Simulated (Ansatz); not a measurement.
**C₄H₆Si: how energies converge with the basis set**

The task here is to estimate one member of a computed series from the others.

Method: one geometry, several basis sets; program: Ansatz 0.2.0, Gaussian basis.

The runs, in order: PBE0-D4/def2-SVP; ωB97M-V/def2-SVP; PBE0-D4/def2-QZVPP; ωB97M-V/def2-QZVPP; the functionals' def2-TZVPP values are taken from earlier runs.

## Structure used throughout

The geometry comes from an earlier relaxation with PBE0-D4 in a triple-zeta def2 set; it is a stationary point, not always the lowest conformer.

11 atoms, charge 0, spin multiplicity 1.

Atoms are counted from 1 here; the program's logs count them from 0.

Bond lengths: C1–C2 1.331 Å, C1–H6 1.085 Å, C1–H7 1.083 Å, C2–C3 1.442 Å, C2–H8 1.089 Å, C3–C4 1.338 Å, C3–Si5 1.815 Å, C4–Si5 1.805 Å, C4–H9 1.083 Å, Si5–H10 1.483 Å, Si5–H11 1.483 Å. Angles: C2–C1–H6 120.7°, C2–C1–H7 121.7°, H6–C1–H7 117.6°, C1–C2–C3 123.1°, C1–C2–H8 119.9°, C3–C2–H8 117.0°, C2–C3–C4 137.8°, C2–C3–Si5 154.3°, C4–C3–Si5 67.9°, C3–C4–Si5 68.7°, C3–C4–H9 135.6°, Si5–C4–H9 155.7°, C3–Si5–C4 43.4°, C3–Si5–H10 121.6°, C3–Si5–H11 121.6°, C4–Si5–H10 121.7°, C4–Si5–H11 121.7°, H10–Si5–H11 111.3°.

The first run:

in.yaml

```yaml
crystal:
  periodic: [false, false, false]
  atoms:
    - {symbol: C, position_ang: [-1.910228, -0.656100, 0.519095]}
    - {symbol: C, position_ang: [-0.761911, -0.190737, 1.005582]}
    - {symbol: C, position_ang: [0.367787, 0.143197, 0.174146]}
    - {symbol: C, position_ang: [1.611057, 0.610774, 0.332576]}
    - {symbol: Si, position_ang: [1.239932, 0.313293, -1.408734]}
    - {symbol: H, position_ang: [-2.039865, -0.804118, -0.547686]}
    - {symbol: H, position_ang: [-2.744729, -0.900121, 1.165561]}
    - {symbol: H, position_ang: [-0.645231, -0.046866, 2.078679]}
    - {symbol: H, position_ang: [2.222892, 0.911962, 1.174465]}
    - {symbol: H, position_ang: [1.780129, -0.865192, -2.129761]}
    - {symbol: H, position_ang: [0.945470, 1.427008, -2.343321]}
basis:
  gaussian: {orbitals: def2-SVP}
hamiltonian: {xc: pbe0, dispersion: d4}
output: {orbitals: {seedname: orbitals}}
```

Among the steps run: PBE0-D4 in def2-SVP; ωB97M-V in def2-SVP; PBE0-D4 in def2-QZVPP; ωB97M-V in def2-QZVPP.

One of the session's tables, all rows but one given; the rest of the session is left out.

It belongs to the step «Functionals by basis». 

| functional | basis | HOMO (eV) |
| --- | --- | --- |
| PBE0-D4 | def2-SVP | -7.16 |
| PBE0-D4 | def2-TZVPP | -7.19 |
| PBE0-D4 | def2-QZVPP | -7.20 |
| ωB97M-V | def2-SVP | -9.20 |
| ωB97M-V | def2-TZVPP | -9.25 |
| ωB97M-V | def2-QZVPP | ? |

Q: Estimate the row for ωB97M-V, def2-QZVPP from the others.

**Answer.** HOMO (eV): -9.26. In the column «HOMO (eV)» it is the lowest.
